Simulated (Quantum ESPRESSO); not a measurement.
**GeW: equation of state with PBE**

GeW:

```
Ge W
1.0
     0.00000    2.57761    2.57761
     2.57761    0.00000    2.57761
     2.57761    2.57761    0.00000
Ge W
1 1
Direct
  0.50000 0.50000 0.50000
  0.00000 0.00000 0.00000
```

The cell was built by a generator and needn't be a form met in nature.

* Program: Quantum ESPRESSO 7.5
* Task: equation of state
* Functional: PBE
* Potentials or basis: SSSP 1.3 efficiency PBE
* Cutoff: 748 eV
* Density cutoff: 5987 eV
* k mesh: 9 × 9 × 9
* Occupations: fermi-dirac, width 0.05 eV
* Spin: no spin polarisation
* Mixing beta: 0.5
* Most SCF iterations: 120
* SCF threshold: 4e-10 Ry

```yaml
Equilibrium_volume: 17.15 Å³/atom
Bulk_modulus: 172 GPa
Pressure_derivative_of_the_bulk_modulus: 4.5
```

Energy against volume, from the lowest point:
| volume (Å³/atom) | energy (meV/atom) |
| --- | --- |
| 16.098 | 38.79 |
| 16.441 | 16.95 |
| 16.783 | 4.33 |
| 17.126 | 0.00 |
| 17.468 | 3.08 |
| 17.811 | 12.82 |
| 18.153 | 28.50 |

All runs of the series together: 5.9 min on 1 thread of Intel(R) Xeon(R) Platinum 8175M CPU @ 2.50GHz (Skylake/Cascade Lake) (shared host).

Spin-orbit coupling is left out, which matters for the levels of W.
